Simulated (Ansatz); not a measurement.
# CH5BN2: geometry optimisation in Python

What geometry does CH5BN2 take? Aim: a geometry optimisation, for CH5BN2, run from a script.

All numbers are computed with Ansatz 0.2.0, driven from Python. Level of theory: PBE0+D4/def2-SVP.

**1. The system**

Bond lengths: C1–N2 1.227 Å, N2–B3 1.486 Å, B3–N4 1.602 Å, C1–H5 1.113 Å, C1–H6 1.137 Å, B3–H7 1.198 Å, N4–H8 1.052 Å, N4–H9 1.062 Å. Angles: C1–N2–B3 121.9°, N2–C1–H5 121.4°, N2–C1–H6 123.8°, H5–C1–H6 114.4°, N2–B3–N4 122.2°, N2–B3–H7 123.6°, N4–B3–H7 114.2°, B3–N4–H8 103.3°, B3–N4–H9 101.7°, H8–N4–H9 109.1°.

No structure file is read: the coordinates are typed or built in the script.

**2. The code**

File opt_ch5bn2.py:

```python
"""Minimum-energy structure of CH5BN2."""

import ansatz as az
import numpy as np


def main() -> None:
    geometry_ang = [
        ("C", (-1.7427, 0.1785, 0.3179)),
        ("N", (-0.7204, -0.3583, -0.0965)),
        ("B", (0.6147, 0.2789, 0.0488)),
        ("N", (1.9611, -0.4416, -0.4347)),
        ("H", (-2.7452, -0.2772, 0.153)),
        ("H", (-1.7691, 1.2173, 0.7802)),
        ("H", (0.7884, 1.342, 0.5732)),
        ("H", (1.785, -0.6258, -1.4551)),
        ("H", (1.9167, -1.3602, 0.0962)),
    ]
    molecule = az.Crystal.molecule()
    for symbol, xyz in geometry_ang:
        molecule = molecule.atom(symbol, xyz)

    calc = (
        molecule.calculation()
        .basis(gaussian="def2-SVP")
        .functional("PBE0", dispersion="d4")  # exchange and correlation
    )
    symbols = [site.symbol for site in molecule.cartesian_sites]
    start = np.array([site.position_ang for site in molecule.cartesian_sites], dtype=float)
    def progress(event):
        if event["event"] == "relax_step":
            row = event["data"]
            print(f"step {row['step']:3d}  E = {row['lagrangian_ev']:.6f} eV  max force {row['allowed_force_max_ev_ang']:.4f} eV/A")


    data = calc.relax(force_tolerance=0.01, max_steps=100).session().plan().execute(on_event=progress).report
    end = np.array(data["positions_ang"])

    print(f"E = {data['free_energy_ev']:.6f} eV = {data['free_energy_ev'] / 27.211386246:.7f} Ha")
    print("converged:", data["converged"], " doubts:", data["published_state_doubts"] or "none")

    print("final positions (A) and the move of each atom")
    for symbol, xyz, old in zip(symbols, end, start):
        print(f"{symbol:2s} {xyz[0]:10.5f} {xyz[1]:10.5f} {xyz[2]:10.5f}   {np.linalg.norm(xyz - old):7.4f}")
    with open("ch5bn2_opt.xyz", "w") as handle:
        handle.write(f"{len(symbols)}\nrelaxed CH5BN2\n")
        handle.writelines(f"{s:2s} {x:11.6f} {y:11.6f} {z:11.6f}\n" for s, (x, y, z) in zip(symbols, end))


if __name__ == "__main__":
    main()
```

**3. The calls as engine input**

The package turns the script's settings into the engine's input:

```yaml
crystal:
  periodic: [false, false, false]
  atoms:
    - { symbol: C, position_ang: [-1.7427, 0.1785, 0.3179] }
    - { symbol: "N", position_ang: [-0.7204, -0.3583, -0.0965] }
    - { symbol: B, position_ang: [0.6147, 0.2789, 0.0488] }
    - { symbol: "N", position_ang: [1.9611, -0.4416, -0.4347] }
    - { symbol: H, position_ang: [-2.7452, -0.2772, 0.153] }
    - { symbol: H, position_ang: [-1.7691, 1.2173, 0.7802] }
    - { symbol: H, position_ang: [0.7884, 1.342, 0.5732] }
    - { symbol: H, position_ang: [1.785, -0.6258, -1.4551] }
    - { symbol: H, position_ang: [1.9167, -1.3602, 0.0962] }
basis:
  gaussian:
    orbitals: def2-SVP
hamiltonian:
  xc: pbe0
  dispersion: d4
relax:
  f_tol: 0.01
  max_steps: 100
```

**4. Running it**

Command:

```sh
$ python opt_ch5bn2.py
```

Without the output at hand: what should come out? Wanted: total energy; dipole moment; moves of the relaxation; energy gained; last largest force component.

As calculated:

| quantity | value |
| --- | --- |
| total energy | -4766.4617 eV |
| dipole moment | 1.06 D |
| moves of the relaxation | 19 |
| energy gained | 1.743 eV |
| last largest force component | 0.0081 eV/Å |

What this shows: The relaxation took 19 moves; the largest shift is 1.219 Å, of atom 8 (H). So large a move can change the bonding: the results belong to the relaxed structure. The end point is the stationary point reached from this start; no frequency run checks that it is a minimum, and the basis set is modest.
